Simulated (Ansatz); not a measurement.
I need the interaction energy of a dimer with the counterpoise correction of H2OSi, SMILES O=[SiH2]. Use the Ansatz DFT code, driven from Python. Use (for the species named): Hartree-Fock, cc-pVDZ basis, multiplicity 1.

```xyz
4

O    -0.2814    0.4109    1.4616
Si   -0.0075    0.0109    0.0379
H     0.4307   -1.3120   -0.3845
H    -0.1417    0.8902   -1.1151
```

The script, `dimer.py`:
```python
"""Binding of a H2OSi dimer at a trial geometry."""

import ansatz as az
import numpy as np

FIRST = [
    ("O", (-0.2815, 0.4109, 1.4616)),
    ("Si", (-0.0075, 0.0109, 0.0379)),
    ("H", (0.4307, -1.312, -0.3845)),
    ("H", (-0.1417, 0.8902, -1.1151)),
]
SECOND = [
    ("O", (3.343, -0.6679, 0.4389)),
    ("Si", (3.1278, -0.6004, -1.048)),
    ("H", (3.9791, 0.1268, -1.9792)),
    ("H", (2.039, -1.2517, -1.7628)),
]

def energy(atoms, ghosts=()):
    molecule = az.Crystal.molecule()
    for symbol, xyz in atoms:
        molecule = molecule.atom(symbol, xyz)
    calc = (
        molecule.calculation()
        .basis(gaussian="cc-pVDZ")
        .functional("hf")
    )
    deck = calc.input()
    if ghosts:
        deck = deck.set(az.key.basis.gaussian.ghost_atoms, [{"symbol": s, "position_ang": list(xyz)} for s, xyz in ghosts])
    return az.Session.from_dict(deck).plan().execute().report["free_energy_ev"]


def main() -> None:
    # monomers in their own basis and in the basis of the dimer
    direction = np.array([0.9292, -0.1781, -0.3237])
    print("shift (A)   counterpoise-corrected interaction (kJ/mol)")
    for shift in (-0.3, 0.0, 0.4, 1.0, 2.0):
        moved = [(s, tuple(np.round(np.array(xyz) + shift * direction, 4))) for s, xyz in SECOND]
        gain = energy(FIRST + moved) - energy(FIRST, moved) - energy(moved, FIRST)
        print(f"{shift:8.2f} {96.485332 * gain:14.3f}")


if __name__ == "__main__":
    main()
```

```console
$ python dimer.py
shift (A)   counterpoise-corrected interaction (kJ/mol)
   -0.30         72.958
    0.00         38.456
    0.40         18.172
    1.00          8.004
    2.00          3.659
```

The dimer is a generated trial pose of unrelaxed monomers, not a minimum, so the figure is no binding energy, and the basis set is small. Hartree-Fock leaves correlation out, so bond, atomisation and ionisation energies come out well too low. This level lacks the dispersion part of the attraction (electrostatics and induction are there), which can decide the sign where the interaction is weak. Wall time of the script: 9.1 s on 1 thread of Arm Neoverse V1, on a shared host, peak memory 0.21 GiB.
